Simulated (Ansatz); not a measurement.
**YTl: how the settings move a single-point run**

Aim: see which settings change the result for YTl, by how much, and at what cost.

Program: Ansatz 0.2.0. Level of theory: reference: DFT, PBEsol, PAW with Ansatz's default frozen-core files, fully relativistic files with spin-orbit coupling; levels and slopes on a fine mesh. These are calculated values, not measurements.

### Step 1. The structure to begin with

Symmetry: Pm-3m, No. 221, cubic system. The conventional cell has a = 3.738 Å, b = 3.738 Å, c = 3.738 Å, α = 90.00°, β = 90.00°, γ = 90.00°. Y (site symmetry m-3m) is surrounded by 8 Tl at 3.24 Å. Tl (site symmetry m-3m) has 8 Y at 3.24 Å as nearest neighbours.

As a file:

```
CELL_PARAMETERS angstrom
3.73813 0.00000 0.00000
0.00000 3.73813 0.00000
0.00000 0.00000 3.73813
ATOMIC_POSITIONS crystal
Y 0.50000 0.50000 0.50000
Tl 0.00000 0.00000 0.00000
```

### Step 2. Reference

The input, input.yaml:

```yaml
crystal:
  lattice:
    - [3.73813454967, 0.0, 0.0]
    - [0.0, 3.73813454967, 0.0]
    - [0.0, 0.0, 3.73813454967]
  atoms:
    - { symbol: "Y", position: [0.5, 0.5, 0.5] }
    - { symbol: Tl, position: [0.0, 0.0, 0.0] }
kpoints:
  mp_grid: { grid: [10, 10, 10] }
scf:
  occupations: { method: fermi_dirac, width: 0.05 }
hamiltonian:
  xc: pbesol
  pseudopotentials: { kind: paw_fr }
magnetization:
  noncollinear: true
  spin_orbit: true
output:
  forces: true
  stress: true
  eigenvalues: true
  eigenstates:
    nscf_kmesh: { grid: [12, 12, 12] }
    de_dk: true
    e_range: [-14, 14]
checkpoint:
  write: ck
  write_wavefunctions: false
```

Run with:

```sh
$ ansatz run input.yaml --threads 1 --pin off --max-ram 3072MiB --backend cpu --events-out ev --progress --plain --runs-dir out
```

### Step 3. Changing settings: mp_grid.grid [5, 5, 5], dispersion d3bj

input.yaml: that of step 2 with these lines changed.

```diff
@@ -9,3 +9,3 @@
 kpoints:
-  mp_grid: { grid: [10, 10, 10] }
+  mp_grid: { grid: [5, 5, 5] }
 scf:
@@ -15,2 +15,3 @@
   pseudopotentials: { kind: paw_fr }
+  dispersion: d3bj
 magnetization:
```

What does the calculation give? Wanted: for each run, ending; energy change; pressure; gap; force.

The runs gave:

```csv
run,ending,energy change,pressure (GPa),gap (eV),force (eV/Å),cycles,time
reference,converged,0,-0.7,0.00,0.00,-,29 s
"1: mp_grid.grid [5, 5, 5], dispersion d3bj",converged,-459.9 meV/atom (offset of the dispersion model),-3.2,0.00,0.00,10,19 s
```

Residual by cycle in the longest SCF loop of each run; runs are numbered as in the table. The quantity is the density residual dr2, in eV.

```csv
cycle,reference,run 1
1,1.03,0.957
2,0.439,0.402
3,0.0122,0.0135
4,3.2e-4,5.0e-4
5,1.5e-5,2.6e-5
6,7.9e-7,4.7e-7
7,2.5e-8,4.0e-8
8,7.3e-10,5.5e-10
9,1.5e-11,1.2e-11
10,5.9e-13,2.8e-13
```

Changing the k-point mesh and dispersion term moves the energy by -459.9 meV/atom, and the pressure goes from -0.7 to -3.2 GPa.
